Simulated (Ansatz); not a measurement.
# GaCCl (singlet): the correlation ladder, cc-pVDZ

An exercise on one series of results from a longer session: the logs are not shown, and one member is left open.

Method: cc-pVDZ, core rule «outside noble gas», up to 20 orbitals frozen; program: Ansatz 0.2.0, Gaussian basis.

Plan: UHF; CCSD(T) on RHF; CCSD(T) on UHF; BCCD(T) on RHF; CISD; CCSDT(Q) on RHF; CCSDT(Q) on UHF; CASSCF and MRCISD+Q, 12 electrons in 11 orbitals; CASSCF and NEVPT2, 12 electrons in 11 orbitals.

15 further runs of the same task are left out: 2 for a known fault of the program, 7 that didn't finish, 6 set aside as unsound or not needed.

### The system

The geometry is a PBE0/def2-TZVP stationary point (not a proven minimum). No spin-orbit coupling is included. The filled d shell of Ga may be among the frozen orbitals whatever the setting's name suggests; the logs give the count.

3 atoms, charge 0, spin multiplicity 1.

Atoms are counted from 1 here; the program's logs count them from 0.

Bond lengths: C1–Ga2 1.918 Å, Ga2–Cl3 2.123 Å. Angles: C1–Ga2–Cl3 180.0°.

The first run:

Input file in.yaml:

```yaml
crystal:
  periodic: [false, false, false]
  atoms:
    - {symbol: C, position_ang: [0.000000, 0.000000, -1.986233]}
    - {symbol: Ga, position_ang: [0.000000, 0.000000, -0.068233]}
    - {symbol: Cl, position_ang: [0.000000, 0.000000, 2.054467]}
basis:
  gaussian: {orbitals: cc-pVDZ}
magnetization: {spin_polarized: true, initial_magnetization: 0}
hamiltonian: {xc: hf}
output: {orbitals: {seedname: orbitals}}
```

On the command line:

```sh
ansatz run in.yaml --threads 1 --pin off --events-out ev --progress --plain --max-ram 2393MiB
```

Among the steps run: UHF; CCSD(T) on RHF; CCSD(T) on UHF; BCCD(T) on RHF; CISD; CCSDT(Q) on RHF; CCSDT(Q) on UHF; CASSCF and MRCISD+Q, 12 electrons in 11 orbitals; CASSCF and NEVPT2, 12 electrons in 11 orbitals.

One table of the session follows, with a row left open; its other results are not shown here.

It belongs to the step «Misses and costs». 

```
          method  from RCCSDT(Q) (meV)
             RHF               +9435.5
             UHF               +8162.5
            RMP2               +1618.5
            UMP2                +865.1
           RCCSD                +589.0
           UCCSD                -149.7
        RCCSD(T)                +223.7
        UCCSD(T)                -527.8
         BCCD(T)                +226.4
          RCCSDT                +108.3
          UCCSDT                -811.5
       RCCSDT(Q)                     0
       UCCSDT(Q)                -933.9
  CASSCF valence               +6453.0
  NEVPT2 valence               +1155.1
  MRCISD valence                +557.6
MRCISD+Q valence                     ?
```

**Question.** Estimate the row for MRCISD+Q valence.

The run gave: from RCCSDT(Q) (meV): +15.7. In the column «from RCCSDT(Q) (meV)» it lies between RCCSDT(Q) (0) and RCCSDT (+108.3).

Not comparable, so not listed: CISD (they don't share determinant, frozen orbitals or solution with the rows shown, or repeat one).

To keep in mind: The determinant is far from a pure spin state, so its energy mixes those of several spin states (harmless only where they are near-degenerate, as at dissociation). The program flags UCCSD(T), UCCSDT(Q) as in doubt, so those rows may rest on another solution; read them beside their warnings. Warnings: restricted reference is unstable; spin contamination; large T1 diagnostic. Restricted and unrestricted rows rest on different reference determinants; where their highest levels disagree by more than a few hundredths of an eV, they describe different states and don't form one ladder.
